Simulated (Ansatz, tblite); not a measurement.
# The cluster Cd7H20S7: a ladder of methods and basis sets

An exercise on one series of results from a longer session: the logs are not shown, and one member is left open.

Program: Ansatz 0.2.0, Gaussian basis. Level of theory: as each input shows. These are calculated values, not measurements.

Plan: GFN1-xTB, GFN2-xTB, PBE-D4/def2-TZVP, r2SCAN-D4/def2-TZVP, BHLYP-D4/def2-TZVP, r2SCAN0-D4/def2-TZVP, BLYP-D4/def2-TZVP, LC-ωPBE(0.10)/def2-SVP, LC-ωPBE(0.15)/def2-SVP, LC-ωPBE(0.20)/def2-SVP, LC-ωPBE(0.30)/def2-SVP, PBE-D4/def2-SVP, PBE0-D4/def2-SVP, MP2/def2-SVP, RPA/def2-SVP.

### The geometry

The singlet was relaxed beforehand with r2SCAN-D4/def2-SVP.

34 atoms, charge 0, spin multiplicity 1.

Bond lengths: Cd1–Cd3 3.448 Å, Cd1–S9 2.773 Å, Cd1–S10 2.714 Å, Cd1–H15 1.846 Å, Cd1–H16 1.693 Å, Cd2–S9 2.595 Å, Cd2–S13 2.923 Å, Cd2–S14 2.767 Å, Cd2–H17 1.698 Å, Cd3–S13 2.859 Å, Cd3–H15 1.819 Å, Cd3–H18 1.707 Å, Cd3–H23 1.939 Å, Cd4–S9 2.708 Å, Cd4–S14 2.973 Å, Cd4–H19 1.697 Å, Cd4–H20 1.793 Å, Cd5–S10 2.661 Å and more. Angles: Cd3–Cd1–S9 90.8°, Cd3–Cd1–S10 80.0°, Cd3–Cd1–H15 19.7°, Cd3–Cd1–H16 150.8°, S9–Cd1–S10 87.4°, S9–Cd1–H15 95.0°, S9–Cd1–H16 112.4°, S10–Cd1–H15 99.3°, S10–Cd1–H16 117.0°, H15–Cd1–H16 134.3°, S9–Cd2–S13 88.6°, S9–Cd2–S14 81.9°, S9–Cd2–H17 142.9°, S13–Cd2–S14 75.9°, S13–Cd2–H17 98.1°, S14–Cd2–H17 135.2°, Cd1–Cd3–S13 84.5°, Cd1–Cd3–H15 20.0° and more.

Coordinates:

```xyz
34
charge 0, multiplicity 1
Cd    0.7326   -3.5913    0.3097
Cd   -1.6954    0.3510   -0.9303
Cd    2.2919   -1.7803   -2.1752
Cd   -2.5407   -1.4677    2.5105
Cd    0.2319   -0.5129    3.6710
Cd    1.1172    2.3339    0.9946
Cd    3.8092   -0.3692    0.2297
S    -4.5800    0.7642   -0.0862
S    -1.5556   -2.0454    0.0547
S     1.7835   -1.5705    1.7858
S     0.8389    2.0274   -4.3025
S    -0.2847    3.9787   -0.9704
S     1.2217    0.4932   -0.8111
S    -1.1624    1.0377    1.6964
H     1.4164   -3.1410   -1.3444
H     0.4383   -5.0540    1.1095
H    -1.9176    1.2097   -2.3788
H     2.2962   -1.1637   -3.7667
H    -4.2224   -1.2434    2.4787
H    -1.1053   -1.8642    3.5094
H     0.8047    0.3780    4.9804
H     1.9754    3.3590    2.0069
H     3.8235   -1.6882   -0.9904
H     4.5803    0.8625    1.0704
H    -5.1374   -0.1600   -0.8996
H    -4.5827   -0.0773    0.9880
H    -2.5053   -2.7751   -0.5717
H     2.5066   -2.3094    2.6585
H    -0.3646    1.5075   -3.9512
H     1.4499    0.8165   -4.2095
H     0.2604    3.4234   -2.0874
H     0.6123    4.9910   -0.9463
H     1.3812    1.2814   -1.9087
H    -1.9182    1.9985    2.2762
```

Cd takes a core potential in the def2 sets. No spin-orbit coupling is included.

PBE0-D4/def2-TZVP was run before; its log isn't repeated, and its numbers join the tables.

Set-up of the first run:

Tight binding, by tblite at 300 K electronic temperature and without a spin-polarisation term:

```python
tblite.interface.Calculator('GFN1-xTB', numbers, positions, charge=0, uhf=0).singlepoint()
```

Tight binding, by tblite at 300 K electronic temperature and without a spin-polarisation term:

```python
tblite.interface.Calculator('GFN2-xTB', numbers, positions, charge=0, uhf=0).singlepoint()
```

start.molden holds the orbitals of an earlier run on this state, given as this run's starting guess.

The input, in.yaml:

```yaml
crystal:
  periodic: [false, false, false]
  atoms:
    - {symbol: Cd, position_ang: [0.732577, -3.591300, 0.309728]}
    - {symbol: Cd, position_ang: [-1.695431, 0.351017, -0.930304]}
    - {symbol: Cd, position_ang: [2.291864, -1.780313, -2.175179]}
    - {symbol: Cd, position_ang: [-2.540728, -1.467696, 2.510495]}
    - {symbol: Cd, position_ang: [0.231863, -0.512919, 3.670951]}
    - {symbol: Cd, position_ang: [1.117196, 2.333874, 0.994621]}
    - {symbol: Cd, position_ang: [3.809238, -0.369152, 0.229651]}
    - {symbol: S, position_ang: [-4.579978, 0.764204, -0.086233]}
    - {symbol: S, position_ang: [-1.555574, -2.045415, 0.054705]}
    - {symbol: S, position_ang: [1.783540, -1.570465, 1.785779]}
    - {symbol: S, position_ang: [0.838946, 2.027434, -4.302531]}
    - {symbol: S, position_ang: [-0.284661, 3.978711, -0.970407]}
    - {symbol: S, position_ang: [1.221683, 0.493239, -0.811113]}
    - {symbol: S, position_ang: [-1.162401, 1.037654, 1.696364]}
    - {symbol: H, position_ang: [1.416418, -3.140961, -1.344355]}
    - {symbol: H, position_ang: [0.438256, -5.053996, 1.109489]}
    - {symbol: H, position_ang: [-1.917565, 1.209707, -2.378782]}
    - {symbol: H, position_ang: [2.296190, -1.163687, -3.766681]}
    - {symbol: H, position_ang: [-4.222361, -1.243394, 2.478703]}
    - {symbol: H, position_ang: [-1.105268, -1.864159, 3.509439]}
    - {symbol: H, position_ang: [0.804673, 0.377968, 4.980433]}
    - {symbol: H, position_ang: [1.975360, 3.359001, 2.006945]}
    - {symbol: H, position_ang: [3.823515, -1.688244, -0.990358]}
    - {symbol: H, position_ang: [4.580348, 0.862451, 1.070450]}
    - {symbol: H, position_ang: [-5.137390, -0.159954, -0.899585]}
    - {symbol: H, position_ang: [-4.582697, -0.077322, 0.987982]}
    - {symbol: H, position_ang: [-2.505250, -2.775108, -0.571727]}
    - {symbol: H, position_ang: [2.506621, -2.309430, 2.658535]}
    - {symbol: H, position_ang: [-0.364569, 1.507474, -3.951214]}
    - {symbol: H, position_ang: [1.449865, 0.816542, -4.209512]}
    - {symbol: H, position_ang: [0.260409, 3.423401, -2.087401]}
    - {symbol: H, position_ang: [0.612294, 4.991028, -0.946281]}
    - {symbol: H, position_ang: [1.381208, 1.281360, -1.908736]}
    - {symbol: H, position_ang: [-1.918182, 1.998470, 2.276153]}
basis:
  gaussian: {orbitals: def2-TZVP, fitting: {mean_field: def2-universal-jkfit}, initial_orbitals: start.molden}
hamiltonian: {xc: pbe, dispersion: d4}
scf: {omitted_lower_state_checks: [starts]}
output: {orbitals: {seedname: orbitals}}
```

Command:

```sh
$ ansatz run in.yaml --threads 2 --pin off --events-out ev --progress --plain --max-ram 32768MiB --backend cuda --devices 0, --max-vram 18GiB
```

Steps of the session up to this table: PBE-D4/def2-TZVP; r2SCAN-D4/def2-TZVP; BHLYP-D4/def2-TZVP; r2SCAN0-D4/def2-TZVP; BLYP-D4/def2-TZVP; LC-ωPBE(0.10)/def2-SVP; LC-ωPBE(0.15)/def2-SVP; LC-ωPBE(0.20)/def2-SVP; LC-ωPBE(0.30)/def2-SVP; PBE-D4/def2-SVP; PBE0-D4/def2-SVP; MP2/def2-SVP; RPA/def2-SVP.

One of the session's tables, all rows but one given; the rest of the session is left out.

It belongs to the step «Binding energy». 

```
               level  binding an atom (eV)
         HF/def2-SVP                 1.465
     PBE-D4/def2-SVP                 2.149
    PBE-D4/def2-TZVP                 2.126
   BLYP-D4/def2-TZVP                 2.077
 r2SCAN-D4/def2-TZVP                 2.172
    PBE0-D4/def2-SVP                 2.145
   PBE0-D4/def2-TZVP                 2.126
r2SCAN0-D4/def2-TZVP                     ?
  BHLYP-D4/def2-TZVP                 2.101
        MP2/def2-SVP                 1.981
```

Q: Estimate the row for r2SCAN0-D4/def2-TZVP from the others.

**Answer.** binding an atom (eV): 2.152. In the column «binding an atom (eV)» it lies between PBE-D4/def2-SVP (2.149) and r2SCAN-D4/def2-TZVP (2.172).

Limits of these values: Free atoms were run apart at each level; binding is atoms less cluster, divided by the number of atoms, without zero-point or spin-orbit terms.
